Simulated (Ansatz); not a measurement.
# GaP: the cost of one run

Method: DFT PBE, scalar-relativistic, plane waves, PAW, and further levels as typed in the inputs, in Ansatz 0.2.0.

### Step 1. The system as given

The structure is cubic, space group F-43m (No. 216). The conventional cell has a = 5.451 Å, b = 5.451 Å, c = 5.451 Å, α = 90.00°, β = 90.00°, γ = 90.00°. Ga (site symmetry -43m) has 4 P at 2.36 Å in its first shell of neighbours. Around P (site symmetry -43m) lie 4 Ga at 2.36 Å.

As a file:

```cif
data_structure
_symmetry_space_group_name_H-M 'F-43m'
_symmetry_Int_Tables_number 216
_cell_length_a 5.4510
_cell_length_b 5.4510
_cell_length_c 5.4510
_cell_angle_alpha 90.000
_cell_angle_beta 90.000
_cell_angle_gamma 90.000
_cell_volume 161.97
loop_
_atom_site_label
_atom_site_type_symbol
_atom_site_symmetry_multiplicity
_atom_site_Wyckoff_symbol
_atom_site_fract_x
_atom_site_fract_y
_atom_site_fract_z
_atom_site_occupancy
Ga1 Ga 4 a 0.00000 0.00000 0.00000 1
P1 P 4 d 0.25000 0.25000 0.75000 1
```

### Step 2. Single point: GaP, no spin

File input.yaml:

```yaml
crystal:
  lattice:
    - [0.0, 2.7255, 2.7255]
    - [2.7255, 0.0, 2.7255]
    - [2.7255, 2.7255, 0.0]
  atoms:
    - { symbol: Ga, position: [0.0, 0.0, 0.0] }
    - { symbol: P, position: [0.25, 0.25, 0.25] }
scf:
  occupations: { method: gaussian, width: 0.03 }
output:
  eigenstates: { kpoints: [[0, 0, 0], [0.01, 0, 0], [0.5, 0, 0], [0.5, 0.5, 0]] }
hamiltonian:
  xc: pbe
kpoints:
  mp_grid: { grid: [10, 10, 10] }
```

Command:

```sh
$ ansatz run input.yaml --threads 4 --pin off --max-ram 10240MiB --backend cpu --events-out ev --progress --plain --runs-dir out
```

**Question.** How long does this run take on 4 threads of Intel Xeon Platinum 8259CL at 2.50GHz (Skylake/Cascade Lake), shared host, and how much memory does it need?

About 1.4 s, with a peak of 0.38 GiB.
